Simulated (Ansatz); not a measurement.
# As: the cost of one run

Computed with Ansatz 0.2.0 (DFT PBEsol, scalar-relativistic, plane waves, PAW, unless a step's input says otherwise).

### 1 The starting structure

Symmetry: R-3m, No. 166, trigonal system. Conventional cell: a = 3.759 Å, b = 3.759 Å, c = 10.457 Å, α = 90.00°, β = 90.00°, γ = 120.00°. As (site symmetry 3m) is surrounded by 3 As at 2.52 Å.

Coordinates:

```
CELL_PARAMETERS angstrom
1.87975 1.08527 3.48577
-1.87975 1.08527 3.48577
0.00000 -2.17055 3.48577
ATOMIC_POSITIONS crystal
As 0.22754 0.22754 0.22754
As 0.77246 0.77246 0.77246
```

The cell is taken as given, not relaxed at this level.

### 2 The undisturbed cell

input.yaml

```yaml
crystal:
  lattice:
    - [1.8797494575, 1.0852738553, 3.48577]
    - [-1.8797494575, 1.0852738553, 3.48577]
    - [0.0, -2.1705477106, 3.48577]
  atoms:
    - { symbol: As, position: [0.22754, 0.22754, 0.22754] }
    - { symbol: As, position: [0.77246, 0.77246, 0.77246] }
basis:
  ecutwfc: 420
kpoints:
  mp_grid: { grid: [18, 18, 18] }
hamiltonian:
  xc: pbesol
scf:
  occupations: { method: gaussian, width: 0.15 }
output:
  forces: true
  stress: true
  eigenvalues: true
```

Started as:

```sh
$ ansatz run input.yaml --threads 1 --pin off --max-ram 2560MiB --backend cpu --events-out ev --progress --plain --runs-dir out
```

Q: Estimate wall time and peak memory on 1 thread of Arm Neoverse V2, shared host.

About 22 s, with a peak of 0.6 GiB.
